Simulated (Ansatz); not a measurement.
# Relaxation of ReAg2Cl6

Aim: in ReAg2Cl6, a crystal from a database, its volume scaled a little, relax cell and atoms at 20 GPa, then read levels, charges and fields where it ends.

Program: Ansatz 0.2.0. Level of theory: DFT, r2SCAN, no spin polarisation, plane waves, PAW. These are calculated values, not measurements.

## (1) The system as given

Symmetry: R-3, No. 148, trigonal system. Conventional cell: a = 6.646 Å, b = 6.646 Å, c = 16.916 Å, α = 90.00°, β = 90.00°, γ = 120.00°. Around Re (site symmetry -3) lie 6 Cl at 2.38 Å. Ag (site symmetry 3) has 3 Cl at 2.61 Å as nearest neighbours. Cl (site symmetry 1) has 1 Re at 2.38 Å and 1 Ag at 2.61 Å as nearest neighbours.

As a file:

```
Re Ag Cl
1.0
     6.64593    0.00000    0.00000
    -3.32296    5.75555    0.00000
    -3.32296    1.91852    5.63862
Re Ag Cl
1 2 6
Direct
  0.50000 0.50000 0.50010
  0.76570 0.23430 0.29700
  0.23430 0.76570 0.70300
  0.37217 0.26833 0.25641
  0.73167 0.84743 0.25641
  0.15257 0.62783 0.25641
  0.62783 0.73167 0.74359
  0.26833 0.15257 0.74359
  0.84743 0.37217 0.74359
```

It starts from an earlier solution of the starting cell (checkpoint.read).

## (2) The walk to rest

The input, input.yaml:

```yaml
crystal:
  lattice:
    - [6.645928, 0.0, 0.0]
    - [-3.322964, 5.755548, 0.0]
    - [-3.322964, 1.918516, 5.63862]
  atoms:
    - { symbol: Re, position: [0.5, 0.5, 0.5001] }
    - { symbol: Ag, position: [0.7657, 0.2343, 0.297] }
    - { symbol: Ag, position: [0.2343, 0.7657, 0.703] }
    - { symbol: Cl, position: [0.37217, 0.26833, 0.25641] }
    - { symbol: Cl, position: [0.73167, 0.84743, 0.25641] }
    - { symbol: Cl, position: [0.15257, 0.62783, 0.25641] }
    - { symbol: Cl, position: [0.62783, 0.73167, 0.74359] }
    - { symbol: Cl, position: [0.26833, 0.15257, 0.74359] }
    - { symbol: Cl, position: [0.84743, 0.37217, 0.74359] }
  symmetry: { tolerance: 0.0003 }
kpoints:
  mp_grid: { grid: [4, 4, 4], shift: [0, 0, 0] }
magnetization:
  spin_polarized: false
scf:
  occupations: { method: fermi_dirac, width: 0.1309 }
  lower_state_search: "off"
hamiltonian:
  pseudopotentials: { kind: paw }
  xc: r2scan
basis:
  ecutwfc: 500
  fft_grid_basis: typed
relax:
  max_steps: 40
  cell: { p_target: 20.0 }
output:
  forces: true
  stress: true
  eigenvalues: true
  bader: false
  populations: true
  elf: true
  write_potential: true
  volumetric_format: npy
  dos:
    e_range: [-12, 8]
    de: 0.05
    projected: { site_lists: { Ag: [Ag], Cl: [Cl], Re: [Re] } }
  write_density: true
checkpoint:
  read: saved_state
```

Started as:

```
ansatz run input.yaml --threads 2 --pin off --max-ram 2560MiB --backend cpu --events-out ev --progress --plain --runs-dir out
```

Standard output, cut to the lines that bear on the results:

```text
Warning: the atoms were moved onto the symmetric positions of the space group found under crystal.symmetry.tolerance 3.0e-4 (fractional; no operation is sought that the atoms, as they stand in a round, miss by more than twice it, and no atom is moved by as much as it), and the run uses [...]
Warning: RAYON_NUM_THREADS=2 ignored (pool sized by the plan → 2); use --threads N
band count auto-derived: 58 (N_el = 95.0; filled up to band 48; 57 by the electrons, moments and atoms)
[...]
Pseudopotentials: kind: paw
Pseudopotential: Re, paw, valence charge 15, recommended cutoff 500 eV (meta_gga), Re.paw.azcp
Pseudopotential: Ag, paw, valence charge 19, recommended cutoff 500 eV (meta_gga), Ag.paw.azcp
Pseudopotential: Cl, paw, valence charge 7, recommended cutoff 500 eV (meta_gga), Cl.paw.azcp
Functional definition: r2SCAN
[...]
Crystal: 9 atoms, lattice volume = 215.683 Å³
Basis set: ecut = 500 eV, 5481 PW (Γ), exchange–correlation on 200×200×200 points (64 copies of the dense FFT grid, shifted against one another)
Bands: 58, of which v1, the nominal top of the filled ones, is band 48 counted from 1 (47 counted from 0)
Symmetry: 6 space group operations
Space group: R-3 (ITA 148), of the structure as read, at distance tolerance 1.8e-3 Å
k-points: 14 of 64
[...]
SCF iter   1: F=-32595.854862 eV  HF=-32595.853192 eV  |F-HF|=1.67e-3  |Δ(HF+E_count)|=         —  Δρ=4.34e-4  dr2=2.01e-4  dr2_τ=7.52e-4  ethr=5.64e-7  ⟨swp⟩=3.0  Hψ=5195  notcnv=0
[...]
relax step   1: F+E_penalty+E_count = -32595.85486527 eV  Δ(F+E_penalty+E_count) = +0.000e0 eV  max|allowed force component| = 3.283e-1 eV/Å  Δτ_max = 0.0000 Å  P = -2.462 GPa  Ω = 215.683 Å³  (7 SCF iters, dr2 threshold 1.00e-7 eV, accepted)
[...]
relax step   2: F+E_penalty+E_count = -32595.63895461 eV  Δ(F+E_penalty+E_count) = +2.159e-1 eV  max|allowed force component| = 5.586e-1 eV/Å  Δτ_max = 0.0267 Å  P = +6.228 GPa  Ω = 187.442 Å³  energy of the carried Pulay correction = +4.949e-3 eV  (8 SCF iters, dr2 threshold 9.00e-7 eV, accepted)
[...]
SCF iter   4: F=-32594.632851 eV  HF=-32594.634748 eV  |F-HF|=1.90e-3  |Δ(HF+E_count)|=   6.17e-3  Δρ=1.09e-3  dr2=5.34e-3  dr2_τ=2.37e-4  ethr=3.79e-5  ⟨swp⟩=2.0  Hψ=1200  notcnv=0
```

## (3) The output, continued

Output, continued:

```text
SCF iter   5: F=-32594.634199 eV  HF=-32594.634438 eV  |F-HF|=2.39e-4  |Δ(HF+E_count)|=   3.10e-4  Δρ=5.40e-4  dr2=9.70e-4  dr2_τ=2.30e-5  ethr=5.62e-6  ⟨swp⟩=2.4  Hψ=1221  notcnv=0
SCF iter   6: F=-32594.634383 eV  HF=-32594.634403 eV  |F-HF|=1.96e-5  |Δ(HF+E_count)|=   3.57e-5  Δρ=1.85e-4  dr2=9.23e-5  dr2_τ=2.31e-6  ethr=1.02e-6  ⟨swp⟩=2.7  Hψ=1554  notcnv=0
SCF iter   7: F=-32594.634220 eV  HF=-32594.634221 eV  |F-HF|=9.34e-7  |Δ(HF+E_count)|=   1.82e-4  Δρ=5.19e-5  dr2=7.07e-6  dr2_τ=4.83e-7  ethr=9.72e-8  ⟨swp⟩=2.0  Hψ=1172  notcnv=0
SCF iter   8: F=-32594.634222 eV  HF=-32594.634222 eV  |F-HF|=2.73e-8  |Δ(HF+E_count)|=   1.19e-6  Δρ=1.54e-5  dr2=4.42e-7  dr2_τ=4.18e-8  ethr=9.47e-10  ⟨swp⟩=13.6  Hψ=6676  notcnv=0
SCF 3 converged in 8 iterations: F = -32594.634222 eV  dr2 = 4.42e-7
relax step   3: F+E_penalty+E_count = -32594.63422175 eV  Δ(F+E_penalty+E_count) = +1.005e0 eV  max|allowed force component| = 6.120e-1 eV/Å  Δτ_max = 0.0898 Å  P = +14.910 GPa  Ω = 165.078 Å³  energy of the carried Pulay correction = +9.392e-3 eV  (8 SCF iters, dr2 threshold 9.00e-7 eV, accepted)
[... from here on, the SCF cycles and remarks between the steps are left out ...]
relax step   4: F+E_penalty+E_count = -32592.87355447 eV  Δ(F+E_penalty+E_count) = +1.761e0 eV  max|allowed force component| = 4.581e-1 eV/Å  Δτ_max = 0.1329 Å  P = +23.782 GPa  Ω = 148.175 Å³  energy of the carried Pulay correction = +1.311e-2 eV  (8 SCF iters, dr2 threshold 9.00e-7 eV, accepted)
relax step   5: F+E_penalty+E_count = -32593.73536239 eV  Δ(F+E_penalty+E_count) = -8.618e-1 eV  max|allowed force component| = 1.182e-1 eV/Å  Δτ_max = 0.0497 Å  P = +19.510 GPa  Ω = 154.233 Å³  energy of the carried Pulay correction = +1.174e-2 eV  (8 SCF iters, dr2 threshold 9.00e-7 eV, accepted)
relax step   6: F+E_penalty+E_count = -32593.66513580 eV  Δ(F+E_penalty+E_count) = +7.023e-2 eV  max|allowed force component| = 6.351e-2 eV/Å  Δτ_max = 0.0476 Å  P = +19.856 GPa  Ω = 153.562 Å³  energy of the carried Pulay correction = +1.189e-2 eV  (7 SCF iters, dr2 threshold 9.00e-7 eV, accepted)
relax step   7: F+E_penalty+E_count = -32593.61256022 eV  Δ(F+E_penalty+E_count) = +5.258e-2 eV  max|allowed force component| = 4.111e-2 eV/Å  Δτ_max = 0.0809 Å  P = +19.992 GPa  Ω = 153.066 Å³  energy of the carried Pulay correction = +1.200e-2 eV  (8 SCF iters, dr2 threshold 2.52e-7 eV, accepted)
relax step   8: F+E_penalty+E_count = -32593.63522836 eV  Δ(F+E_penalty+E_count) = -2.267e-2 eV  max|allowed force component| = 1.246e-2 eV/Å  Δτ_max = 0.0774 Å  P = +19.998 GPa  Ω = 153.208 Å³  energy of the carried Pulay correction = +1.197e-2 eV  (8 SCF iters, dr2 threshold 2.11e-7 eV, accepted)
relax step   9: F+E_penalty+E_count = -32593.63266379 eV  Δ(F+E_penalty+E_count) = +2.565e-3 eV  max|allowed force component| = 4.031e-3 eV/Å  Δτ_max = 0.0244 Å  P = +19.964 GPa  Ω = 153.185 Å³  energy of the carried Pulay correction = +1.197e-2 eV  (7 SCF iters, dr2 threshold 3.05e-8 eV, accepted)
relax step  10: F+E_penalty+E_count = -32593.62580527 eV  Δ(F+E_penalty+E_count) = +6.859e-3 eV  max|allowed force component| = 3.726e-3 eV/Å  Δτ_max = 0.0000 Å  P = +19.940 GPa  Ω = 153.185 Å³  stress off target by 7.22e-2 GPa  SCF on the basis re-selected at this cell (its energy is not comparable with the rows above)  (7 SCF iters)
relax step  11: F+E_penalty+E_count = -32593.61643890 eV  Δ(F+E_penalty+E_count) = +9.366e-3 eV  max|allowed force component| = 3.693e-3 eV/Å  Δτ_max = 0.0004 Å  P = +20.030 GPa  Ω = 153.109 Å³  energy of the carried Pulay correction = +1.677e-5 eV  (5 SCF iters, dr2 threshold 1.30e-8 eV, accepted)
iter 1 solved again at ethr=2.82e-7 eV; its pass at ethr=3.10e-3 eV (dr2=2.68e-4 eV) is discarded
SCF iter   1: F=-32593.616247 eV  HF=-32593.616247 eV  |F-HF|=7.28e-10  |Δ(HF+E_count)|=         —  Δρ=2.70e-6  dr2=9.54e-9  dr2_τ=3.23e-9  ethr=2.82e-7  ⟨swp⟩=3.1  Hψ=5372  notcnv=0
eigensolver tolerance schedule: the retry pair's looser diagonalisation over-reported the residual by 28052.02 of it (diagonalisation noise at an unbounded share of the residual, at the tolerance the schedule requests for it); recorded, not acted on — ethr = c·dr2/N_el stays at c = 1.0e-1
SCF iter   2: F=-32593.616420 eV  HF=-32593.616420 eV  |F-HF|=1.62e-9  |Δ(HF+E_count)|=   1.74e-4  Δρ=1.43e-6  dr2=5.51e-9  dr2_τ=4.57e-10  ethr=1.00e-11  ⟨swp⟩=3.0  Hψ=1753  notcnv=0
SCF iter   3: F=-32593.616420 eV  HF=-32593.616420 eV  |F-HF|=9.42e-10  |Δ(HF+E_count)|=  2.18e-10  Δρ=7.96e-7  dr2=2.50e-9  dr2_τ=5.40e-11  ethr=5.80e-12  ⟨swp⟩=1.0  Hψ=812  notcnv=0
SCF iter   4: F=-32593.616420 eV  HF=-32593.616420 eV  |F-HF|=0.00e0  |Δ(HF+E_count)|=  1.46e-10  Δρ=2.78e-7  dr2=9.18e-11  dr2_τ=1.51e-11  ethr=2.63e-12  ⟨swp⟩=2.0  Hψ=1228  notcnv=0
SCF iter   5: F=-32593.616420 eV  HF=-32593.616420 eV  |F-HF|=2.18e-11  |Δ(HF+E_count)|=  2.91e-11  Δρ=1.15e-7  dr2=2.29e-11  dr2_τ=5.38e-12  ethr=1.00e-12  ⟨swp⟩=7.2  Hψ=3820  notcnv=0
SCF 12 converged in 5 iterations: F = -32593.616420 eV  dr2 = 2.29e-11
relax step  12: F+E_penalty+E_count = -32593.61642041 eV  Δ(F+E_penalty+E_count) = +1.849e-5 eV  max|allowed force component| = 3.696e-3 eV/Å  Δτ_max = 0.0000 Å  P = +20.030 GPa  Ω = 153.109 Å³  stress off target by 3.23e-2 GPa  SCF on the basis re-selected at this cell (its energy is not comparable with the rows above)  (5 SCF iters)
basis re-selected at this cell: Δ(F+E_penalty+E_count) = +1.849e-5 eV, ΔP = -0.000 GPa vs the last step (what re-selecting the basis moved, of the pressure what is left beyond the Pulay correction that the steps carried, after the strain that the cell walked since its last selection, with what the two solves' SCF thresholds leave and, on support functions, any second-order correction that the steps lacked; it is no measure of the basis error at this ecutwfc). This SCF's stress stands 3.23e-2 GPa from its target on what of the cell is left free (relax.cell.stress_tol is 5.00e-2 GPa) and its largest allowed force component is 3.70e-3 eV/Å (relax.f_tol is 1.00e-2 eV/Å): within both
SCF converged after 5 iterations
Free energy (F): -32593.616420 eV
Harris-Foulkes:  -32593.616420 eV  (|F-HF|=2.18e-11)
Internal energy: -32593.306060 eV  (E = F + TS)
E sigma→0 (E₀):  -32593.461240 eV
Entropy (-TS):   -0.310361 eV (-34.485 meV/atom)
Fermi energy:    11.218397 eV
--- Per-component energies (eV) ---
  E_band       = -871.509963
  E_kinetic    = 2588.758073
  E_local      = -8406.509218  (includes V_loc(G=0)·N_el)
  E_nonlocal   = 393.325376
  E_hartree    = 3555.984687
  E_xc         = -1372.474141
  E_vxc        = -1677.275126  (∫ρ·V_xc dr)
  E_paw        = -20539.687511  (= ΣΔE_a)
  E_vpaw       = -977.172346  (= ΣTr[D̂ρ^β])
  E_aug_tail   = 0.000308  (compensation charges beyond the density's cutoff)
  E_vtau       = 95.393820  (kinetic-family band-sum trace: ∫τ·v_τ [+ j·A + Jᵃ·Aᵃ] dr)
  E_ewald      = -8810.395702
  E_core_change = -2.307933  (= ΣΔE_core)
  E_smearing   = -0.310361  (= −TS)
  E_closure    = -0.000000  (closes the sum)
  Σ components = -32593.616420   (vs F -32593.616420, Δ=0.00e0)
--- Forces (eV/Å), atoms counted from 1 ---
  atom   1  Re     0.00000000     0.00000000     0.00000000
  atom   2  Ag     0.00000000     0.00000000    -0.00054151
  atom   3  Ag    -0.00000000    -0.00000000     0.00054151
  atom   4  Cl     0.00092890    -0.00294455    -0.00369626
  atom   5  Cl     0.00208560     0.00227673    -0.00369626
  atom   6  Cl    -0.00301450     0.00066782    -0.00369626
  atom   7  Cl    -0.00092890     0.00294455     0.00369626
  atom   8  Cl    -0.00208560    -0.00227673     0.00369626
  atom   9  Cl     0.00301450    -0.00066782     0.00369626
  max |Σ_I F_I| component: 4.77e-18 eV/Å
--- Stress (GPa, compression-positive) ---
       20.028790      -0.000000       0.000000
        0.000000      20.028790      -0.000000
       -0.000000      -0.000000      20.032251
  P = ⅓ Tr σ = 20.0299 GPa (200.299 kbar)
--- Band table (eV; the first three rows and the last of 14) ---
  k-point 0: bands = ["-82.3079", "-82.3079", "-71.3345", "-45.0115", "-45.0115", "-45.0111", "-45.0111", "-44.9445", "-44.9441", "-32.7046", "-32.7046", "-32.7027", "-7.3939", "-5.6968", "-5.6968", "-5.6270", "-5.6270", "-5.4753", "2.9718", "3.7774", "3.7774", "4.1410", "4.6046", "4.6046", "5.3222", "5.3222", "5.3336", "5.6599", "6.0771", "6.5965", "6.5965", "6.6789", "6.6789", "7.6714", "7.6714", "7.7107", "7.7107", "7.8905", "7.8993", "7.8993", "8.5530", "8.9932", "9.3796", "9.3796", "9.7460", "9.7460", "10.6269", "10.8873", "10.8873", "13.9463", "14.2601", "15.2352", "15.2352", "17.8540", "18.6689", "19.5365", "19.5365", "19.5979"]
  k-point 1: bands = ["-82.3079", "-82.3079", "-71.3345", "-45.0115", "-45.0115", "-45.0112", "-45.0112", "-44.9445", "-44.9442", "-32.7046", "-32.7046", "-32.7027", "-7.1690", "-5.8290", "-5.8290", "-5.8254", "-5.4915", "-5.4915", "3.4668", "4.0399", "4.0399", "4.2171", "4.3848", "4.3848", "4.8688", "5.6460", "5.6460", "5.8715", "6.1302", "6.3407", "6.3407", "6.4468", "6.4468", "7.2557", "7.2557", "7.6694", "7.8124", "7.8124", "8.2188", "8.4005", "8.4005", "8.9744", "9.1581", "9.1581", "9.5923", "9.5923", "10.8034", "11.1733", "11.1733", "14.5215", "14.8419", "15.0533", "15.0533", "17.5906", "18.6361", "19.2128", "19.6250", "19.6250"]
  k-point 2: bands = ["-82.3079", "-82.3079", "-71.3345", "-45.0113", "-45.0113", "-45.0113", "-45.0113", "-44.9443", "-44.9443", "-32.7046", "-32.7046", "-32.7027", "-6.6545", "-6.4570", "-5.8946", "-5.8946", "-5.4226", "-5.4226", "3.7432", "4.1297", "4.1297", "4.4333", "4.8329", "4.8329", "5.0971", "5.0971", "5.3495", "5.8510", "6.1200", "6.1274", "6.1950", "6.1950", "6.5248", "6.5248", "7.1285", "7.1285", "7.9442", "7.9442", "8.5189", "8.5189", "8.8272", "8.9346", "9.0612", "9.0612", "9.3997", "9.3997", "10.8383", "11.3805", "11.3805", "14.9120", "14.9120", "15.6650", "15.9988", "16.5232", "17.1239", "19.4378", "19.4378", "19.6020"]
  k-point 13: bands = ["-82.3079", "-82.3079", "-71.3345", "-45.0115", "-45.0114", "-45.0112", "-45.0111", "-44.9444", "-44.9443", "-32.7047", "-32.7047", "-32.7027", "-6.7455", "-6.3048", "-5.8932", "-5.7525", "-5.6389", "-5.3905", "3.4248", "3.7118", "3.8495", "4.3603", "4.5290", "4.7061", "5.0178", "5.1164", "5.4677", "5.7969", "6.1523", "6.5039", "6.6176", "6.9071", "7.0901", "7.1958", "7.2612", "7.6444", "7.7323", "7.8943", "8.0726", "8.4064", "8.6012", "8.7799", "8.9213", "8.9977", "9.3059", "9.3906", "10.9334", "11.2022", "11.6149", "14.5365", "15.0086", "15.5044", "15.8415", "17.3198", "17.6481", "18.1974", "18.4484", "19.1481"]
--- Relaxed structure (10 steps of the walk, 10 accepted, 2 SCFs on fresh bases) ---
  F+E_penalty+E_count = -32593.61642041 eV   max|allowed force component| = 3.696e-3 eV/Å   (the final SCF, on the basis selected at the relaxed cell)
  cell:  # Å, volume = 153.1093 Å³
    - [6.014236183291704, -2.6441361413698748e-17, 1.287631974745668e-18]
    - [-3.007118091645852, 5.208481319090179, -1.4465333020059474e-16]
    - [-3.007118091645852, 1.7361604396967265, 4.887761654349174]
  atoms:
    - { symbol: Re, position: [0.5, 0.5000000000000001, 0.5] }
    - { symbol: Ag, position: [0.748839638566727, 0.25116036143327325, 0.24651891570018064] }
    - { symbol: Ag, position: [0.2511603614332732, 0.7488396385667271, 0.7534810842998196] }
    - { symbol: Cl, position: [0.33636282585740723, 0.23995615553734773, 0.24237422946077575] }
    - { symbol: Cl, position: [0.7600438444626526, 0.8540324408592842, 0.24237422946077583] }
    - { symbol: Cl, position: [0.14596755914071596, 0.6636371741425928, 0.24237422946077578] }
    - { symbol: Cl, position: [0.663637174142593, 0.7600438444626527, 0.7576257705392244] }
    - { symbol: Cl, position: [0.23995615553734778, 0.14596755914071619, 0.7576257705392244] }
    - { symbol: Cl, position: [0.8540324408592841, 0.33636282585740707, 0.7576257705392244] }
--- Löwdin populations: 9 sites ---
  site symbol       q [e]
     0     Re     14.2272
     1     Ag     18.3754
     2     Ag     18.3754
     3     Cl      7.2504
     4     Cl      7.2504
     5     Cl      7.2504
     6     Cl      7.2504
     7     Cl      7.2504
     8     Cl      7.2504
  spilling = 0.005470 (of n_electrons = 95.000000)
```

Run time: 77 s. Hardware: 2 threads, shared host; peak memory 1.2 GiB.

Relaxation path:

```tsv
step	energy from step 1 (eV/cell)	largest force component (eV/Å)	pressure (GPa)	volume (Å³)
1	0.0000	0.3283	-2.46	215.68
2	0.2159	0.5586	6.23	187.44
3	1.2206	0.6120	14.91	165.08
4	2.9813	0.4581	23.78	148.17
5	2.1195	0.1182	19.51	154.23
6	2.1897	0.0635	19.86	153.56
7	2.2423	0.0411	19.99	153.07
8	2.2196	0.0125	20.00	153.21
9	2.2222	0.0040	19.96	153.18
10	2.2291	0.0037	19.94	153.18
11	2.2384	0.0037	20.03	153.11
12	2.2384	0.0037	20.03	153.11
```

Step 1 is the start. Steps 10, 12 repeat the geometry before on a plane-wave basis chosen anew for that cell, so the energy can jump there without any move; the table keeps such jumps.

| input's cell | before | after | change |
| --- | --- | --- | --- |
| a (Å) | 6.646 | 6.014 | -9.5 % |
| b (Å) | 6.646 | 6.014 | -9.5 % |
| c (Å) | 6.820 | 5.996 | -12.1 % |
| α (°) | 60.84 | 59.90 | -0.95° |
| β (°) | 119.16 | 120.10 | +0.95° |
| volume (Å³/atom) | 23.96 | 17.01 | -29.0 % |

The largest move, 0.25 Å, apart from the change of the cell, is shared by several atoms, Ag3 among them.

At a target of 20 GPa the walk lowers the enthalpy E + PV, so the energy alone may rise.

## (4) States by energy

Counts of states in windows (eV from the Fermi level; tetrahedra), total and projected:

```tsv
from	to	total	Ag s	Ag d	Cl p	Re d
-4.5	-4.0	4.15	0.02	1.53	2.34	0.14
-4.0	-3.5	5.25	0.02	2.69	2.27	0.16
-3.5	-3.0	5.78	0.04	3.85	1.57	0.23
-3.0	-2.5	4.39	0.03	2.35	1.77	0.17
-2.5	-2.0	6.45	0.05	3.02	3.08	0.19
-2.0	-1.5	3.53	0.01	1.47	1.96	0.05
-1.5	-1.0	0.01	0.00	0.00	0.01	0.00
-1.0	-0.5	0.05	0.00	0.00	0.01	0.04
-0.5	0.0	2.50	0.09	0.07	0.57	1.69
0.0	0.5	3.39	0.04	0.11	1.09	2.05
0.5	1.0	0.05	0.00	0.00	0.02	0.03
1.0	1.5	0.00	0.00	0.00	0.00	0.00
1.5	2.0	0.00	0.00	0.00	0.00	0.00
2.0	2.5	0.00	0.00	0.00	0.00	0.00
2.5	3.0	0.02	0.01	0.00	0.00	0.00
3.0	3.5	2.00	0.34	0.01	0.53	0.77
```

## (5) Atomic charges

Gathered by element (positive charge: electrons given up): Löwdin charges also hold the electrons that the projection spills.

```tsv
element	atoms	Löwdin charge (e)
Re	1	+0.77
Ag	2	+0.62
Cl	6	-0.25
```

Löwdin charges rest on a small set of atomic orbitals that misses 0.5 % of the electrons, so they need not add up to the cell's charge and can differ from Bader's even in sign.

## (6) Real-space fields

Maps in the plane spanned by a and b at height 0.247 along c (axes of the input's cell), one cell: a runs left to right (18 points from zero), b bottom to top (18 points), 120° apart. Inside the augmentation spheres the fields are the smooth ones.

Valence density. Ten steps from '0' (0.00 e/Å³) to '9' (19.10 e/Å³), finer at the low end (step k begins (100^(k/10) - 1)/99 of the way up):
```
100011000001345543
100111110012442442
011333210123522531
123444311124545421
245444311124443211
353044211223321101
453443211111110012
455432111111000012
333221122110000112
221111222211012322
110012344321235642
100124554322478862
000135335323799852
001244044325899731
001354443236887410
001344431124653211
111232211112222221
101111100011234432
```

ELF. Ten even steps from '0' (0.03) to '9' (0.90):
```
400000000003898899
300356520038973799
017999840158833997
189999841279868981
799679831279999820
994279621257887204
984698312124430017
998984121110000027
898741122210000014
465211467641012211
110026899861135531
000179888951367652
000698449922689742
004896279614798631
006998899215676310
006999994124542122
104899741012112686
301442000000279998
```

Atoms within 0.2 Å of the plane, in fractions of a and b: Ag at (0.75, 0.25), Cl at (0.34, 0.24), Cl at (0.76, 0.85), Cl at (0.15, 0.66).

Scans along the contacts give these minima of the density:

```tsv
contact	length (Å)	minimum at (fraction)	density (e/Å³)	ELF
Re1–Cl4	2.272	0.47	0.722	0.25
Ag2–Cl4	2.436	0.50	0.454	0.20
```

```
fraction  Re1–Cl4  Ag2–Cl4
     0.2      5.7     9.15
     0.3      2.7     3.01
     0.4    0.994    0.737
     0.5    0.731    0.454
     0.6     1.04    0.711
     0.7     1.67     1.39
     0.8      1.8     1.83
```

(Smooth valence density in e/Å³ at fractions of each contact.)

## (7) Summary of results

| quantity | value |
| --- | --- |
| moves | 9 |
| largest move | 0.25 Å (Ag) |
| space group (0.01 Å), before / after | R-3 / R-3 |
| cell | a = 6.014 Å, b = 6.014 Å, c = 5.996 Å, α = 59.90°, β = 120.10°, γ = 120.00° |
| volume | 17.01 Å³/atom (-29.0 %) |
| pressure at the end | 20.03 GPa |
| character | metal |
| density of states, mean within 0.25 eV of the Fermi level | 6.2 per eV per cell |

The volume shrank by 29.0 %, and the largest move of an atom is 0.25 Å apart from the change of the cell. With 6 symmetry operations imposed, the end may be a saddle point towards distortions that break them. The cell is metallic; within 0.25 eV of the Fermi level the density of states averages 6.2 per eV per cell, mostly Re d (62 %) and Cl p (31 %).

Caveats: an odd count of electrons without spin polarisation forces a partly filled band; the k mesh is coarse for a cell without a gap.
